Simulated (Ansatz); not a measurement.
## Co: single point with PBEsol

The system is Co, a sheet with vacuum.

```
Co
1.0
     2.34715    0.00000    0.00000
    -1.17358    2.03269    0.00000
     0.00000    0.00000   23.80000
Co
1
Cartesian
  0.0000 0.0000 7.0001
```

The cell was built by a generator and needn't be a form met in nature.

```yaml
Program: Ansatz 0.2.0
Task: single point
Functional: PBEsol
Potentials_or_basis: all-electron LAPW, scalar-relativistic
Cutoff: 327 eV (chosen from the basis error)
Basis_error_allowed: 0.002 eV/atom
k_mesh: 13 × 13 × 1
Occupations: fermi-dirac, width 0.05 eV
Spin: collinear spin, ferromagnetic start
Starting_moments: "[2.0] μB"
```

```yaml
Band_gap_on_the_k_mesh: none (metal or under the smearing width)
Net_moment: 1.72 μB per cell
Absolute_moment: 1.93 μB per cell
Site_moments: Co +1.81 μB
Work_function: 5.32 eV
```

Stress tensor (GPa, compression positive):
```
-1.18  0.00  0.00
 0.00 -1.18  0.00
 0.00  0.00  0.00
```

Levels at points of the mesh, in eV from the Fermi level:
Spin up:
| k point | band 5 | band 6 | band 7 | band 8 | band 9 | band 10 | band 11 | band 12 | band 13 | band 14 |
| --- | --- | --- | --- | --- | --- | --- | --- | --- | --- | --- |
| (0.00, 0.00, 0.00) | -6.51 | -2.88 | -2.46 | -2.46 | -1.15 | -1.15 | 0.26 | 4.95 | 5.40 | 5.50 |
Spin down:
```tsv
k point	band 6	band 7	band 8	band 9	band 10	band 11
(0.00, 0.00, 0.00)	-1.43	-0.87	-0.87	0.19	0.96	0.96
```

Run time: 17 s on 2 threads of AMD EPYC 7R43 64-Core Processor (Zen 3), with other jobs on the host, peak memory 0.5 GiB.
